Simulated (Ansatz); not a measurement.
# C4H7AlO3: up Jacob's ladder to CCSD(T)

An exercise on one series of results from a longer session: the logs are not shown, and one member is left open.

Method: functionals in def2-TZVPP, the program's frozen cores in correlated methods; program: Ansatz 0.2.0, Gaussian basis.

Levels to be run: LDA (SPW92), PBE-D4, revPBE-D4, BLYP-D4, r2SCAN-D4, B97M-V, PBE0-D4, B3LYP-D4, r2SCANh-D4, r2SCAN0-D4, HSE06-D4, BHLYP-D4, CAM-B3LYP-D4, LC-ωPBE, ωB97X-V, ωB97M-V, B2PLYP, PBE-QIDH; CCSD(T)/def2-SVP; CCSD(T)/def2-TZVPP; MP2/def2-QZVPP; extrapolation to the limit; RPA on PBE.

**Structure used throughout**

An earlier PBE0-D4 in a triple-zeta def2 set relaxation fixed the geometry.

SMILES `[CH3][Al-]1([OH])[O]C=CC=[O+]1`, 15 atoms, charge 0, spin multiplicity 1.

Atoms are counted from 1 here; the program's logs count them from 0.

Bond lengths: C1–Al2 1.945 Å, C1–H9 1.094 Å, C1–H10 1.095 Å, C1–H11 1.095 Å, Al2–O3 1.709 Å, Al2–O4 1.843 Å, Al2–O8 1.843 Å, O3–H12 0.954 Å, O4–C5 1.265 Å, C5–C6 1.390 Å, C5–H13 1.095 Å, C6–C7 1.390 Å, C6–H14 1.081 Å, C7–O8 1.265 Å, C7–H15 1.095 Å. Angles: Al2–C1–H9 112.0°, Al2–C1–H10 111.7°, Al2–C1–H11 111.7°, H9–C1–H10 107.1°, H9–C1–H11 107.1°, H10–C1–H11 107.0°, C1–Al2–O3 123.0°, C1–Al2–O4 111.6°, C1–Al2–O8 111.6°, O3–Al2–O4 106.2°, O3–Al2–O8 106.1°, O4–Al2–O8 94.4°, Al2–O3–H12 123.4°, Al2–O4–C5 125.9°, O4–C5–C6 125.7°, O4–C5–H13 115.8°, C6–C5–H13 118.5°, C5–C6–C7 121.3° and more.

As a file:

```
C    -1.7575    1.7114   -0.0917
Al   -0.7469    0.1756    0.5429
O    -1.1898   -0.7233    1.9268
O     1.0417    0.5739    0.7410
C     2.0048   -0.0609    0.2221
C     1.8914   -1.0980   -0.6958
C     0.6514   -1.5220   -1.1579
O    -0.4686   -1.0567   -0.7989
H    -1.3081    2.1563   -0.9849
H    -2.7861    1.4407   -0.3502
H    -1.8153    2.4998    0.6655
H    -1.9499   -0.5185    2.4651
H     3.0062    0.2589    0.5283
H     2.7868   -1.5681   -1.0761
H     0.6178   -2.3200   -1.9068
```

Set-up of the first run:

in.yaml

```yaml
crystal:
  periodic: [false, false, false]
  atoms:
    - {symbol: C, position_ang: [-1.757455, 1.711431, -0.091653]}
    - {symbol: Al, position_ang: [-0.746860, 0.175588, 0.542925]}
    - {symbol: O, position_ang: [-1.189788, -0.723254, 1.926844]}
    - {symbol: O, position_ang: [1.041669, 0.573947, 0.740999]}
    - {symbol: C, position_ang: [2.004777, -0.060944, 0.222137]}
    - {symbol: C, position_ang: [1.891399, -1.097978, -0.695772]}
    - {symbol: C, position_ang: [0.651450, -1.522025, -1.157868]}
    - {symbol: O, position_ang: [-0.468571, -1.056659, -0.798852]}
    - {symbol: H, position_ang: [-1.308120, 2.156277, -0.984918]}
    - {symbol: H, position_ang: [-2.786051, 1.440669, -0.350184]}
    - {symbol: H, position_ang: [-1.815335, 2.499803, 0.665504]}
    - {symbol: H, position_ang: [-1.949913, -0.518460, 2.465065]}
    - {symbol: H, position_ang: [3.006201, 0.258942, 0.528263]}
    - {symbol: H, position_ang: [2.786832, -1.568125, -1.076147]}
    - {symbol: H, position_ang: [0.617763, -2.320012, -1.906843]}
basis:
  gaussian: {orbitals: def2-TZVPP}
hamiltonian: {xc: lda}
output: {orbitals: {seedname: orbitals}}
```

The run is started by

```bash
$ ansatz run in.yaml --threads 2 --pin off --events-out ev --progress --plain --max-ram 32768MiB --backend cuda --devices 0, --max-vram 18GiB
```

Steps of the session up to this table: LDA; PBE-D4 (GGA); revPBE-D4 (GGA); BLYP-D4 (GGA); r2SCAN-D4 (meta-GGA); B97M-V (meta-GGA); B3LYP-D4 (hybrid); r2SCANh-D4 (hybrid); r2SCAN0-D4 (hybrid); HSE06-D4 (hybrid); BHLYP-D4 (hybrid); CAM-B3LYP-D4 (range-separated); LC-ωPBE (range-separated); ωB97X-V (range-separated); ωB97M-V (range-separated); B2PLYP (double hybrid); PBE-QIDH (double hybrid).

One table of the session follows, with a row left open; its other results are not shown here.

It belongs to the step «Orbital energies across the functionals». 

```
  functional  HOMO (eV)  LUMO (eV)  gap (eV)
 LDA (SPW92)      -6.41      -3.44      2.97
      PBE-D4      -6.24      -3.18      3.06
   revPBE-D4      -6.17      -3.08      3.09
     BLYP-D4      -6.11      -3.05      3.05
   r2SCAN-D4      -6.50      -3.06      3.43
      B97M-V      -6.56      -2.97      3.59
     PBE0-D4      -7.51      -2.29      5.23
    B3LYP-D4      -7.30      -2.51      4.78
  r2SCANh-D4      -6.98      -2.73      4.25
  r2SCAN0-D4      -7.69      -2.22      5.47
    HSE06-D4      -7.11      -2.67      4.44
    BHLYP-D4          ?          ?         ?
CAM-B3LYP-D4      -8.84      -1.19      7.65
     LC-ωPBE     -10.12      -0.07     10.05
     ωB97X-V      -9.79      -0.09      9.70
     ωB97M-V      -9.69      -0.15      9.54
```

Q: Estimate the row for BHLYP-D4 from the others.

Worked estimate for «HOMO (eV)». Against the share of exact exchange, BLYP-D4 (0, -6.11), B3LYP-D4 (0.2, -7.30) give a slope of -5.95 per unit share; at 0.5 the line stands at -9.08.

The run gave: HOMO (eV): -8.60; LUMO (eV): -1.24; gap (eV): 7.36. In «HOMO (eV)» the line misses by -0.48.
